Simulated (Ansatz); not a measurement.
**H4N2S2W: how energies converge with the basis set**

One table from this session's results is given with a row withheld; the runs are named, their logs left out.

Method: one geometry, several basis sets; program: Ansatz 0.2.0, Gaussian basis.

Plan: PBE0-D4/def2-SVP; ωB97M-V/def2-SVP; PBE0-D4/def2-QZVPP; ωB97M-V/def2-QZVPP; the functionals' def2-TZVPP values are taken from earlier runs.

1 further run of the same task is left out (for a known fault of the program). Runs told in other sessions of the task aren't counted.

## Structure used throughout

All runs share one geometry, relaxed beforehand with PBE0-D4 in a triple-zeta def2 set. W takes the def2 core potential; no spin-orbit term is included.

SMILES `[NH2][W]([NH2])(=[S])=[S]`, 9 atoms, charge 0, spin multiplicity 1.

Atoms are counted from 1 here; the program's logs count them from 0.

Bond lengths: N1–W2 1.932 Å, N1–H6 1.008 Å, N1–H7 1.008 Å, W2–N3 1.932 Å, W2–S4 2.129 Å, W2–S5 2.129 Å, N3–H8 1.008 Å, N3–H9 1.008 Å. Angles: W2–N1–H6 123.9°, W2–N1–H7 123.9°, H6–N1–H7 112.1°, N1–W2–N3 111.1°, N1–W2–S4 107.9°, N1–W2–S5 107.9°, N3–W2–S4 107.9°, N3–W2–S5 107.9°, S4–W2–S5 114.4°, W2–N3–H8 123.9°, W2–N3–H9 123.9°, H8–N3–H9 112.1°.

As a file:

```
N    -1.0875    1.2543   -0.1336
W     0.2213   -0.1024   -0.5553
N     0.7324   -1.0900    1.0243
S    -0.6730   -1.4708   -1.9200
S     1.9581    0.8759   -1.3042
H    -2.0840    1.1061   -0.1731
H    -0.8539    2.2033    0.1145
H     0.2782   -1.9368    1.3297
H     1.5082   -0.8396    1.6177
```

The first run:

The input, in.yaml:

```yaml
crystal:
  periodic: [false, false, false]
  atoms:
    - {symbol: N, position_ang: [-1.087458, 1.254349, -0.133632]}
    - {symbol: W, position_ang: [0.221327, -0.102449, -0.555277]}
    - {symbol: N, position_ang: [0.732435, -1.090012, 1.024308]}
    - {symbol: S, position_ang: [-0.672980, -1.470816, -1.919964]}
    - {symbol: S, position_ang: [1.958118, 0.875943, -1.304204]}
    - {symbol: H, position_ang: [-2.083987, 1.106130, -0.173104]}
    - {symbol: H, position_ang: [-0.853880, 2.203271, 0.114529]}
    - {symbol: H, position_ang: [0.278246, -1.936814, 1.329653]}
    - {symbol: H, position_ang: [1.508178, -0.839583, 1.617691]}
basis:
  gaussian: {orbitals: def2-SVP}
hamiltonian: {xc: pbe0, dispersion: d4}
output: {orbitals: {seedname: orbitals}}
```

Command:

```console
$ ansatz run in.yaml --threads 4 --pin off --events-out ev --progress --plain --max-ram 10444MiB
```

Among the steps run: PBE0-D4 in def2-SVP; ωB97M-V in def2-SVP; PBE0-D4 in def2-QZVPP; ωB97M-V in def2-QZVPP.

One table of the session follows, with a row left open; its other results are not shown here.

It belongs to the step «Functionals by basis». 

| functional | basis | HOMO (eV) | LUMO (eV) |
| --- | --- | --- | --- |
| PBE0-D4 | def2-SVP | -7.03 | -2.40 |
| PBE0-D4 | def2-TZVPP | -7.06 | -2.44 |
| PBE0-D4 | def2-QZVPP | -7.09 | -2.48 |
| ωB97M-V | def2-SVP | -9.00 | -0.38 |
| ωB97M-V | def2-TZVPP | -9.06 | -0.46 |
| ωB97M-V | def2-QZVPP | ? | ? |

Q: Estimate the row for ωB97M-V, def2-QZVPP from the others.

As computed: HOMO (eV): -9.10; LUMO (eV): -0.53. In the column «HOMO (eV)» it is the lowest.
